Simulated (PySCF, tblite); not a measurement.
# Si₃H₆O₄, a small molecule taken as a stand-in for a surface group (silica 3-ring): NMR shifts, core binding energies and electronic excitations

What NMR shifts, core binding energies and electronic excitations should one expect for `O[SiH]1O[SiH2]O[SiH2]O1`?

Computed with tblite 0.8.0 and PySCF 2.14.0; each step states its level. No surroundings beyond the atoms listed, unless a continuum is named. Atoms count from 0, parts from 1.

## (1) Starting point

13 atoms, charge 0, multiplicity 1; geometry: distance geometry start.

## (2) Relaxing the cluster with GFN2-xTB

Job settings and geometry (Å):

```
{"job": {"kind": "relax", "xc": "GFN2-xTB", "basis": "xTB"}, "charge": 0, "multiplicity": 1}
O     -1.130342     1.638933    -1.526788
Si     0.653609     1.764002    -1.567378
O      1.345783     0.255008    -0.941766
Si     0.641854    -1.354588    -1.092291
O     -1.112886    -1.210241    -1.079836
Si    -2.033246     0.306880    -0.844555
O     -2.266907     0.567934     0.881683
H      1.078497     2.868549    -0.752352
H      1.098143     1.956088    -2.890859
H      1.073584    -1.920117    -2.336655
H      1.057682    -2.166192    -0.017713
H     -3.282470     0.204939    -1.494885
H     -1.672113     0.274525     1.587334
```

Method: GFN2-xTB geometry optimisation, gas phase.

The run is started by

```console
> OMP_NUM_THREADS=1 python cluster_run.py task.json out
```

One launch serves the whole session: the jobs run in the order shown.

**Question.** The jobs that follow are: PBE0-D3(BJ)/def2-SVP geometry optimisation, gas phase; GIAO PBE0/pcSseg-1 NMR shielding, non-relativistic, gas phase; delta-SCF UKS SCAN, pcX-2 on the ionised atom, pcseg-1 elsewhere, spin-free X2C; TDDFT CAM-B3LYP/def2-SVPD, vertical, gas phase, core orbitals frozen in the response. Predict: point group; rotational constants (main isotopes); $^{1}$H shifts against TMS (PBE0/pcSseg-1, means over atoms taken as alike); $^{17}$O shifts against H2O (PBE0/pcSseg-1, means over atoms taken as alike); $^{29}$Si shifts against TMS (PBE0/pcSseg-1, means over atoms taken as alike); surface potential, 1st and 99th percentile; O1s binding energies, SCAN/pcX-2; Si2p binding energies, SCAN/pcX-2; lowest singlet (CAM-B3LYP/def2-SVPD); brightest single state of those computed; lowest triplet; vertical ionisation energy (ΔSCF).

As calculated:

| quantity | value |
| --- | --- |
| point group | Cs |
| rotational constants (main isotopes) | 2.20, 1.42, 0.94 GHz |
| $^{1}$H shifts against TMS (PBE0/pcSseg-1, means over atoms taken as alike) | 5.18, 5.15, 4.41, 2.26 ppm |
| $^{17}$O shifts against H2O (PBE0/pcSseg-1, means over atoms taken as alike) | 104.2, 82.5, 69.5 ppm |
| $^{29}$Si shifts against TMS (PBE0/pcSseg-1, means over atoms taken as alike) | -32.8, -63.2 ppm |
| surface potential, 1st and 99th percentile | -1.24 V and 2.41 V |
| O1s binding energies, SCAN/pcX-2 | O6 538.97, O2 538.19, O4 538.18 eV |
| Si2p binding energies, SCAN/pcX-2 | Si5 108.73, Si1 108.51 eV |
| lowest singlet (CAM-B3LYP/def2-SVPD) | 7.61 eV (163 nm), f = 0.011 |
| brightest single state of those computed | state 6, 8.68 eV, f = 0.115 |
| lowest triplet | 7.25 eV |
| vertical ionisation energy (ΔSCF) | 10.86 eV |

In words: Over 9 steps the energy fell by 0.457 eV; of the close pairs, O2–Si3 changed most, 1.603 to 1.663 Å (PBE0/def2-SVP). No frequency check was run at this level, so the end point may be a saddle. At PBE0/pcSseg-1: The largest span, 148 ppm, is at O2, where the paramagnetic term is -151 ppm. The O1s levels kept as sound span 0.78 eV, from O4 (oxygen bonded to 2 Si) up to O6 (oxygen bonded to Si, H). The Si2p levels kept as sound span 0.22 eV, from Si1 (silicon bonded to 2 O, 2 H) up to Si5 (silicon bonded to 3 O, H). The lowest singlet, at 7.61 eV, is HOMO→LUMO+1 0.54, HOMO→LUMO 0.34 and is weak; of the 6 states computed, the strongest absorption comes from state 6 at 8.68 eV (the last computed, so partners may be missing). The lowest triplet lies 0.35 eV below the lowest singlet (triplets in Tamm-Dancoff, singlets in full TDDFT). The orbital energy would give 10.03 eV for ionisation, ΔSCF gives 10.86 eV. A capped cluster stands for the solid here, so long-range fields and strain are missing, and bands or shifts of the capping hydrogens have no counterpart in it.
